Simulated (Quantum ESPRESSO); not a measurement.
Here is a Quantum ESPRESSO 7.5 calculation.

Contents of pw.in:

```
&CONTROL
  calculation = 'scf'
  prefix = 'pwscf'
  outdir = './tmp'
  pseudo_dir = './pseudo'
  tprnfor = .true.
  tstress = .true.
  disk_io = 'nowf'
/
&SYSTEM
  ibrav = 0
  nat = 3
  ntyp = 2
  ecutwfc = 98
  nbnd = 20
  occupations = 'smearing'
  smearing = 'mp'
  degauss = 0.00734986
/
&ELECTRONS
  conv_thr = 6d-10
  electron_maxstep = 120
  mixing_beta = 0.5
/
ATOMIC_SPECIES
Ni    58.6934 Ni.upf
Si    28.0850 Si.upf
CELL_PARAMETERS angstrom
   0.0000000000    2.7241374600    2.6973777600
   2.7241374600    0.0000000000    2.6973777600
   2.7241374600    2.7241374600    0.0000000000
ATOMIC_POSITIONS crystal
Ni     0.0000000000    0.0000000000    0.0000000000
Si     0.2500000000    0.2500000000    0.2500000000
Si     0.7500000000    0.7500000000    0.7500000000
K_POINTS automatic
16 16 16 0 0 0
```

Potentials or basis: PseudoDojo 0.4.1 SR PBEsol standard.

Command:

```bash
$ OMP_NUM_THREADS=1 pw.x -in pw.in > pw.out
```

Question: What does it give for the pressure?

Answer: -3.5 GPa.

Question: What does it give for the band gap on the k mesh?

Answer: None (metal or under the smearing width).

Stress tensor (GPa, compression positive):
```
-3.60  0.00  0.00
 0.00 -3.60  0.00
 0.00  0.00 -3.25
```

Spin polarisation is off, so any magnetic state and its effect on volume and gap are missing.
